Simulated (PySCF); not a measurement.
# RuCl₄: singlet, from a PBE0 minimum start

The task is one start of a wider search on RuCl₄: the singlet, from a PBE0 minimum start. It is relaxed, tested by its Hessian and followed downhill if it is a saddle.

Method: PBE0, basis Ru def2-SVP with ECP28, Cl def2-SVP, scalar-relativistic core potentials, no spin–orbit coupling, density fitting; program: PySCF 2.14.0.

## Step 1: The starting structure

5 atoms, charge 0, spin multiplicity 1.

Bond lengths: Ru1–Cl2 2.194 Å, Ru1–Cl3 2.194 Å, Ru1–Cl4 2.194 Å, Ru1–Cl5 2.194 Å. Angles: Cl2–Ru1–Cl3 109.5°, Cl2–Ru1–Cl4 109.5°, Cl2–Ru1–Cl5 109.5°, Cl3–Ru1–Cl4 109.5°, Cl3–Ru1–Cl5 109.5°, Cl4–Ru1–Cl5 109.5°.

```xyz
5
charge 0 multiplicity 1
Ru    0.0000    0.0000    0.0000
Cl    1.7911   -0.0001    1.2665
Cl   -1.7911    0.0000    1.2665
Cl    0.0000    1.7911   -1.2664
Cl    0.0000   -1.7910   -1.2665
```

## Step 2: The SCF at the typed geometry

The steps below are one call of a driver around PySCF. For each, scf.py gives the equivalent set-up of the SCF; relaxations use the driver's own optimiser. After this first run the driver tries any further starts and a stability analysis.

Contents of scf.py:

```python
from pyscf import gto, scf, dft
mol = gto.M(atom='''
Ru     0.000000    -0.000000     0.000000
Cl     1.791085    -0.000083     1.266488
Cl    -1.791085    -0.000000     1.266488
Cl     0.000041     1.791126    -1.266430
Cl    -0.000041    -1.791044    -1.266547''',
    basis={'Ru': 'def2-SVP', 'Cl': 'def2-SVP'},
    ecp={'Ru': 'def2-SVP'},
    charge=0, spin=0)
mf = dft.RKS(mol, xc='PBE0')
mf.grids.atom_grid = (50, 194)
aux = {'Ru': 'def2-universal-JKFIT', 'Cl': 'def2-universal-JKFIT'}
mf = mf.density_fit(auxbasis=aux)
mf.conv_tol = 1e-08
mf.diis_space = 10
mf.max_cycle = 60
mf.init_guess = 'minao'
mf.verbose = 4
mf.kernel()
```

The run is started by

```bash
$ OMP_NUM_THREADS=2 python axn.py task.json out
```

Output:

```text
init E= -1925.36922696068
  HOMO = -0.55393361698081  LUMO = -0.504976416901876  gap/eV = 1.33219
cycle= 1 E= -1934.26825420458  delta_E= -8.9  |g|= 1.12  |ddm|= 3.51
  HOMO = 0.0313529793843533  LUMO = 0.062131600627351  gap/eV = 0.83753
cycle= 2 E= -1932.63660451923  delta_E= 1.63  |g|=  2.7  |ddm|= 3.25
  HOMO = -0.263258455815742  LUMO = -0.149771749383953  gap/eV = 3.08813
cycle= 3 E= -1934.57679740272  delta_E= -1.94  |g|= 0.122  |ddm|= 2.49
  HOMO = -0.290528934877699  LUMO = -0.169297624811645  gap/eV = 3.29887
cycle= 4 E= -1934.57777591383  delta_E= -0.000979  |g|= 0.108  |ddm|= 0.215
  HOMO = -0.288066431911628  LUMO = -0.166219045719007  gap/eV = 3.31564
cycle= 5 E= -1934.58022405513  delta_E= -0.00245  |g|= 0.0291  |ddm|= 0.0757
  HOMO = -0.289230028252941  LUMO = -0.167428926016961  gap/eV = 3.31438
cycle= 6 E= -1934.58041141211  delta_E= -0.000187  |g|= 0.00641  |ddm|= 0.0198
  HOMO = -0.289698398693012  LUMO = -0.167911912510303  gap/eV = 3.31398
cycle= 7 E= -1934.58042051724  delta_E= -9.11e-06  |g|= 0.000685  |ddm|= 0.00601
  HOMO = -0.289663759114189  LUMO = -0.167880081118299  gap/eV = 3.31390
cycle= 8 E= -1934.58042062296  delta_E= -1.06e-07  |g|= 4.27e-05  |ddm|= 0.00057
  HOMO = -0.289660030703072  LUMO = -0.167876122478061  gap/eV = 3.31391
cycle= 9 E= -1934.58042062338  delta_E= -4.21e-10  |g|= 8.15e-06  |ddm|= 4.12e-05
  HOMO = -0.289661959079216  LUMO = -0.167878370743546  gap/eV = 3.31390
Extra cycle  E= -1934.5804206232  delta_E= 1.83e-10  |g|= 2.88e-05  |ddm|= 2.94e-05
converged SCF energy = -1934.5804206232
```

This step, with its further starts and checks, took 10 s on 2 threads of Arm Neoverse N1, shared host.

No lower closed-shell solution turned up in the test of internal stability.

## Step 3: PBE0 minimum start, singlet: relaxation

The program finds Td symmetry in the start, which this walk keeps. Threshold on the gradient: 0.0003 Eh/bohr, with a further test on the energy change.

scf.py, as its differences from that of step 2:

```diff
@@ -18 +17,0 @@
-mf.init_guess = 'minao'
```

Steps of the walk:

| step | energy (Eh) | change (kJ/mol) | largest symmetric gradient (Eh/bohr) |
| --- | --- | --- | --- |
| 0 | -1934.580421 | 0.00 | 0.00002 |

The walk took 5 s.

Geometry (Å) and forces (eV/Å) at some steps:

```
step 0
Ru   0.000   0.000   0.000   0.000   0.000   0.000
Cl   1.791   0.000   1.266   0.002   0.000  -0.004
Cl  -1.791   0.000   1.266  -0.002   0.000  -0.004
Cl   0.000   1.791  -1.266   0.000   0.002   0.004
Cl   0.000  -1.791  -1.267   0.000  -0.002   0.004
```

After 0 steps and 0.0 kJ/mol it ends at Td: Ru–Cl 2.194 Å (×4); Cl–Ru–Cl 109.5° (×6).

## Step 4: Frequencies

The point is checked on the finer grid, and tightened if its gradient asks for it. The Hessian and the dipole derivatives come from central differences of analytic gradients, with steps of 0.02 bohr.

scf.py, as its differences from that of step 3:

```diff
@@ -3 +3 @@
-Ru     0.000000    -0.000000     0.000000
+Ru    -0.000000    -0.000000     0.000000
@@ -12 +12 @@
-mf.grids.atom_grid = (50, 194)
+mf.grids.atom_grid = (75, 302)
@@ -15 +15 @@
-mf.conv_tol = 1e-08
+mf.conv_tol = 1e-10
```

The driver hands on the density of the step before, so the log starts near convergence.

SCF at the final geometry:

```text
init E= -1934.58054803029
  HOMO = -0.289660047858931  LUMO = -0.167876353982089  gap/eV = 3.31390
cycle= 1 E= -1934.58054803029  delta_E= -4.09e-12  |g|= 5.09e-07  |ddm|= 5.73e-07
  HOMO = -0.289659928070287  LUMO = -0.167876213341789  gap/eV = 3.31390
Extra cycle  E= -1934.58054803029  delta_E= 2.27e-12  |g|= 1.81e-06  |ddm|= 1.81e-06
converged SCF energy = -1934.58054803029
```

The whole step took 47 s.

Geometry: Td; Ru–Cl 2.194 Å (×4); Cl–Ru–Cl 109.5° (×6).

Modes, for the most abundant isotopes:

```tsv
symmetry	ω (cm⁻¹)	IR (km/mol)	μ (u)
t2	94	8.2	42.17
e	97	0.0	34.97
a1	392	0.0	34.97
t2	434	167	44.23
```

No imaginary mode, so this is a minimum.

Constants and moments:

* Dipole moment: 0.00 D
* Highest occupied level: -7.88 eV
* Lowest empty level: -4.57 eV
* Rotational constants: 0.03757, 0.03757, 0.03757 cm⁻¹
* Zero-point energy: 13.0 kJ/mol
* Principal polarisabilities: 82.2, 82.2, 82.2 bohr³
* Atomisation energy without zero-point energy: 1197 kJ/mol
* Principal traceless quadrupole moments about the centre of mass: 0.00, 0.00, 0.00 D Å
* Entropy at 298.15 K and 1 bar: 370.3 J/(mol K)
* Heat capacity Cp at 298.15 K: 97.9 J/(mol K)
* Enthalpy at 298.15 K above 0 K: 22.70 kJ/mol
* Rotational symmetry number: 12

Charges (e) and bond orders:

```tsv
atom	Mulliken	Löwdin	polar tensor	Mayer order to Ru1
Ru1	0.33	-0.97	1.63	–
Cl2,3,4,5	-0.08	0.24	-0.41	1.22
```

Outer orbital energies (eV). occupied: -10.60, -10.60, -10.60, -9.66, -9.66, -9.66, -7.88, -7.88; empty: -4.57, -4.57, -4.57, 0.39.

Mulliken populations on Ru1 (outside its core potential): s 2.37, p 6.66, d 6.63, f 0.01.

## Step 5: Stability of the closed shell

At the lowest minimum the closed shell is tested against spin polarisation, on the (50, 194) grid. It is stable.

## Step 6: Outcome

| quantity | value |
| --- | --- |
| minimum | singlet, Td |
| geometry | Ru–Cl 2.194 Å (×4); Cl–Ru–Cl 109.5° (×6) |
| wavenumbers (cm⁻¹) | 94 (t2), 97 (e), 392 (a1), 434 (t2) |
| dipole moment | 0.00 D |
| highest occupied, lowest empty level | -7.88, -4.57 eV |
| polar-tensor charge of Ru1 | +1.63 e |
| zero-point energy | 13.0 kJ/mol |
| entropy at 298.15 K | 370.3 J/(mol K) |
| atomisation energy (no zero-point energy) | 1197 kJ/mol |

**Reading.** The molecule stays Td, as typed, and the end point is a minimum. The strongest infrared band lies at 434 cm⁻¹ (t2, stretch). The dipole vanishes although Ru1 carries +1.6 e by the polar tensor: the bond dipoles cancel. Other starts or spin states, not run here, may lie lower.

The search up to here took 70 s on 2 threads of Arm Neoverse N1, shared host.
